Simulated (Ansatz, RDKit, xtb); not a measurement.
**C3H2F2O3: which of the isomers drawn lies lowest?**

A sample of isomers of C3H2F2O3 is drawn. Aim: find which of them has the lowest free energy at 298.15 K, then its properties. The sample is small against all isomers, and the most stable one of this formula need not be in it.

Plan: many cheap relaxations first (GFN2-xTB), then density-functional screening, relaxation at PBE-D3(BJ)/def2-SVP, vibrations (at GFN2-xTB) and a final energy. The numbers are computed, not measured.

## (1) Candidates

Isomers were taken from a list of plausible structures; this is a sample, not all of them. That gives 3 candidates.

```csv
label,SMILES,spin
c161,O=C1O[C@@H](F)[C@H](F)O1,singlet
c426,O=C1O[C@@H](F)[C@@H](F)O1,singlet
c463,O=C1OCC(F)(F)O1,singlet
```

Candidates are built by distance geometry, with a force field where one applies, in up to four conformers (letters a to d).

Q: Predict the outcome of this search (final energies at CCSD(T)/def2-SVP + MP2/def2-TZVPP - MP2/def2-SVP).

| quantity | value |
| --- | --- |
| lowest structure found | O=C1OCC(F)(F)O1, singlet |
| next finalist | O=C1O[C@@H](F)[C@H](F)O1, singlet, 4.4 kcal/mol higher in G |
| share at equilibrium, among the finalists | 99.9 % |

`O=C1OCC(F)(F)O1` comes out lowest. The margin of 4.4 kcal/mol over the next finalist is beyond the usual error of the last level; it says nothing of structures that weren't ranked. GFN2-xTB, HF/STO-3G, r2SCAN-D4/def2-SVP, PBE-D3(BJ)/def2-SVP, HF/def2-SVP and MP2/def2-SVP already put its bonding pattern lowest among the structures in one piece. Lowest found is not proven lowest: the search is finite, and each finalist counts with one conformer. Only 3 drawn patterns were tried, so whole families of isomers are missing, and the result ranks this sample alone.
